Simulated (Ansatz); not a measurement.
# AsH₃Se (triplet): wave-function methods side by side at a displaced geometry (v1), cc-pVDZ

One table from this session's results is given with a row withheld; the runs are named, their logs left out.

Computed with Ansatz 0.2.0, Gaussian basis. Level: cc-pVDZ, core rule «outside noble gas», up to 28 orbitals frozen.

To be run: UHF; CCSD(T) on ROHF; CCSD(T) on UHF; BCCD(T) on ROHF; CISD; CCSDT(Q) on ROHF; CCSDT(Q) on UHF; CASSCF and NEVPT2, 14 electrons in 11 orbitals.

35 further runs of the same task are left out: 23 that didn't finish, 12 set aside as unsound or not needed.

### The system

The geometry is a PBE0/def2-TZVP stationary point (not a proven minimum) with its atoms shifted at random (size 0.040 Å). No spin-orbit coupling is included. The filled d shell of As, Se may be among the frozen orbitals whatever the setting's name suggests; the logs give the count.

5 atoms, charge 0, spin multiplicity 3.

Atoms are counted from 1 here; the program's logs count them from 0.

Bond lengths: As1–Se2 2.669 Å, As1–H3 1.515 Å, As1–H4 1.531 Å, Se2–H5 1.486 Å. Angles: Se2–As1–H3 167.4°, Se2–As1–H4 94.0°, H3–As1–H4 98.5°, As1–Se2–H5 91.4°.

Coordinates:

```xyz
5
AsH3Se
As    0.0011    0.0417    1.3494
Se    0.0003   -0.0443   -1.3177
H     0.0482    0.4166    2.8165
H    -0.0545   -1.4800    1.5064
H    -0.0969    1.4361   -1.4016
```

The first run:

in.yaml

```yaml
crystal:
  periodic: [false, false, false]
  atoms:
    - {symbol: As, position_ang: [0.001104, 0.041680, 1.349433]}
    - {symbol: Se, position_ang: [0.000271, -0.044305, -1.317707]}
    - {symbol: H, position_ang: [0.048235, 0.416621, 2.816531]}
    - {symbol: H, position_ang: [-0.054542, -1.480047, 1.506403]}
    - {symbol: H, position_ang: [-0.096927, 1.436072, -1.401607]}
basis:
  gaussian: {orbitals: cc-pVDZ}
magnetization: {spin_polarized: true, initial_magnetization: 2}
hamiltonian: {xc: hf}
output: {orbitals: {seedname: orbitals}}
```

Launch:

```console
ansatz run in.yaml --threads 1 --pin off --events-out ev --progress --plain --max-ram 2393MiB
```

Among the steps run: UHF; CCSD(T) on ROHF; CCSD(T) on UHF; BCCD(T) on ROHF; CISD; CCSDT(Q) on ROHF; CCSDT(Q) on UHF; CASSCF and NEVPT2, 14 electrons in 11 orbitals.

One table of the session follows, with a row left open; its other results are not shown here.

| method | from UCCSDT(Q) (kJ/mol) |
| --- | --- |
| ROHF | +706.9 |
| UHF | +681.4 |
| RMP2 | +124.7 |
| UMP2 | +129.0 |
| CISD | +87.1 |
| RCCSD | ? |
| UCCSD | +21.7 |
| RCCSD(T) | +5.0 |
| UCCSD(T) | +4.6 |
| BCCD(T) | +4.9 |
| RCCSDT | +1.7 |
| UCCSDT | +1.2 |
| RCCSDT(Q) | +0.6 |
| UCCSDT(Q) | 0 |
| CASSCF valence | +543.0 |
| NEVPT2 valence | +120.7 |

Q: Estimate the row for RCCSD from the others.

**Answer.** from UCCSDT(Q) (kJ/mol): +22.8. In the column «from UCCSDT(Q) (kJ/mol)» it lies between UCCSD (+21.7) and CISD (+87.1).

Caveats from the session: Restricted and unrestricted rows rest on different reference determinants; where their highest levels disagree by more than a few hundredths of an eV, they describe different states and don't form one ladder.
